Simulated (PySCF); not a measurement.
# C6H10OSi: the cost of one run

Computed with PySCF 2.14.0 and routines of our own; the level stands in each step. Atoms count from 0.

### 1 The starting structure

18 atoms, charge 0, multiplicity 1; geometry from: GFN2-xTB.

### 2 Magnetic properties: GIAO B3LYP/pcSseg-1

The job: settings as JSON, then the geometry in Å.

```
{"job": {"kind": "mag", "xc": "B3LYP", "basis": "pcSseg-1", "isotopologues": 2}, "charge": 0, "multiplicity": 1}
C     -2.973094     0.693911     0.037849
C     -1.818415     0.425063    -0.548506
C     -1.316741    -0.941803    -0.841536
Si    -0.008258    -1.459366     0.464151
O     -0.630355    -1.349897     1.965050
C      1.440652    -0.335036     0.219750
C      2.372941     0.402801     0.022473
C      3.493654     1.286062    -0.209142
H     -3.285447     1.701070     0.257076
H     -3.666227    -0.088150     0.305278
H     -1.142085     1.230957    -0.805466
H     -2.141998    -1.654018    -0.829431
H     -0.867097    -0.966944    -1.832964
H      0.363375    -2.865926     0.374522
H     -1.178152    -0.611495     2.218778
H      3.999082     1.504202     0.731301
H      4.201231     0.813961    -0.890431
H      3.148176     2.220924    -0.650411
```

Level: GIAO B3LYP/pcSseg-1 magnetisability, rotational g tensor and spin-rotation constants, non-relativistic, gas phase.

Run with:

```console
> OMP_NUM_THREADS=1 python excited_run.py task.json out
```

One launch serves the whole session: the jobs run in the order shown.

Q: Estimate the wall time and peak memory of this job on 1 thread of Intel Xeon 6975P-C, shared host.

About 35 s, with a peak of 0.84 GiB.
